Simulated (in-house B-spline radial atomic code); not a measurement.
# Re⁷²⁺: symmetry-violating constants of one valence electron

How strongly does Re⁷²⁺ (core 1s2) respond to a weak charge, an electron EDM and a larger nucleus? Each constant is a sum over states, at Dirac-Hartree-Fock, with RPA, and on Brueckner orbitals.

Method: Dirac-Hartree-Fock, RPA and Brueckner orbitals, sums over states, B-spline basis. Code: an in-house B-spline radial atomic code, version 1.

### 1 Starting point

```
element     : rhenium (Z = 75)
charge      : +72
closed core : 1s2
nucleus     : mass number 187, rms radius 5.370 fm
```

### 2 The run and its levels

Input settings, with the grid that the program derived:

```ini
basis_form = 2
Z = 75
core_configuration = 1s2
rms_radius = 5.3698
mass_number = 187
speed_of_light = 137.035999084
box_radius = 0.959
lmax = 6
intervals = 53
virtual_cutoff = 11250.0
```

Started as:

```bash
$ python run_mb.py task.json out
```

The settings stand in task.json.

The runs that follow: Weak-charge mixing; T-violating constants; Field shifts.

Before running it: what results should come out? Wanted: E1; EDM enhancement, 2s1/2; atomic EDM per C_SP and nucleon, 2s1/2; field shift, 2s1/2.

**Answer**, as computed:

```
                               quantity                   value
E1 (3s1/2 – 2s1/2) per unit weak charge  0.02922 × 10⁻¹¹ e bohr
                 EDM enhancement, 2s1/2                   193.5
 atomic EDM per C_SP and nucleon, 2s1/2     -1.033 × 10⁻²⁰ e cm
                     field shift, 2s1/2           35064 GHz/fm²
```

**Reading.** For 3s1/2 – 2s1/2 core polarisation (RPA) moves the amplitude by +0.47 % and the Brueckner orbitals by a further +0.15 %. The EDM enhancement of 2s1/2 is 194, so in that state the EDM exceeds the electron's own. These effects come from s and p1/2 electrons at the nucleus and grow steeply with Z. 2p3/2 has no density at the nucleus, so its DHF field shift is near zero; the RPA value, -326 GHz/fm², comes from the core's response and has the opposite sign to that of the s states. Breit, QED, the neutron skin and higher orders are left out.
